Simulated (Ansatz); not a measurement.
# PIr (zincblende type): how the settings move a single-point run

Aim: see which settings change the result for PIr (zincblende type), by how much, and at what cost.

Computed with Ansatz 0.2.0 (reference: DFT, LDA, all-electron LAPW, scalar-relativistic, unless a step's input says otherwise).

**1. Starting point**

Symmetry: F-43m, No. 216, cubic system. Conventional cell: a = 4.698 Å, b = 4.698 Å, c = 4.698 Å, α = 90.00°, β = 90.00°, γ = 90.00°. Ir (site symmetry -43m) has 4 P at 2.03 Å in its first shell of neighbours. P (site symmetry -43m) is surrounded by 4 Ir at 2.03 Å.

As a file:

```
Ir P
1.0
     0.00000    2.34922    2.34922
     2.34922    0.00000    2.34922
     2.34922    2.34922    0.00000
Ir P
1 1
Cartesian
  0.0000 0.0000 0.0000
  1.1746 1.1746 1.1746
```

**2. Reference**

Contents of input.yaml:

```yaml
crystal:
  lattice:
    - [0.0, 2.3492206485, 2.3492206485]
    - [2.3492206485, 0.0, 2.3492206485]
    - [2.3492206485, 2.3492206485, 0.0]
  atoms:
    - { symbol: Ir, position: [0.0, 0.0, 0.0] }
    - { symbol: P, position: [0.25, 0.25, 0.25] }
kpoints:
  mp_grid: { grid: [12, 12, 12] }
scf:
  occupations: { method: fermi_dirac, width: 0.05 }
hamiltonian:
  xc: lda
  pseudopotentials: { kind: all_electron, lapw: { basis_error: 0.001 } }
output:
  forces: true
  stress: true
  eigenvalues: true
  populations: true
```

Started as:

```bash
$ ansatz run input.yaml --threads 1 --pin off --max-ram 2048MiB --backend cpu --events-out ev --progress --plain --runs-dir out
```

**3. Variant: mp_grid.grid [4, 4, 4]**

input.yaml: that of step 2 with these lines changed.

```diff
@@ -9,3 +9,3 @@
 kpoints:
-  mp_grid: { grid: [12, 12, 12] }
+  mp_grid: { grid: [4, 4, 4] }
 scf:
```

Q: Predict the outcome of this session. Wanted: for each run, ending; energy change; pressure; gap; force.

The runs gave:

```tsv
run	ending	energy change	pressure (GPa)	gap (eV)	force (eV/Å)	cycles	time
reference	converged	0	107.3	0.00	0.00	10	72 s
1: mp_grid.grid [4, 4, 4]	converged	-119.8 meV/atom	105.5	0.00	0.00	7	9.2 s
```

Residual by cycle in the longest SCF loop of each run; runs are numbered as in the table. The quantity is the density residual dr2, in eV.

```tsv
cycle	reference	run 1
1	0.94	0.929
2	0.481	0.0923
3	0.0402	0.00232
4	0.0157	0.00153
5	0.00108	6.2e-6
6	4.0e-5	2.7e-7
7	5.8e-6	7.8e-9
8	8.5e-7	-
9	1.3e-7	-
10	8.8e-9	-
```

Changing the k-point mesh moves the energy by -119.8 meV/atom, and the pressure goes from 107.3 to 105.5 GPa. Sampling errors of the energy have no fixed sign. Cost: 7 SCF cycles against 10, 9.2 s against 72 s. The structure is not at rest: the sound run finds 107 GPa, so these are no properties of the relaxed crystal. The reference has no spin polarisation; with Ir present, a magnetic state may lie lower.
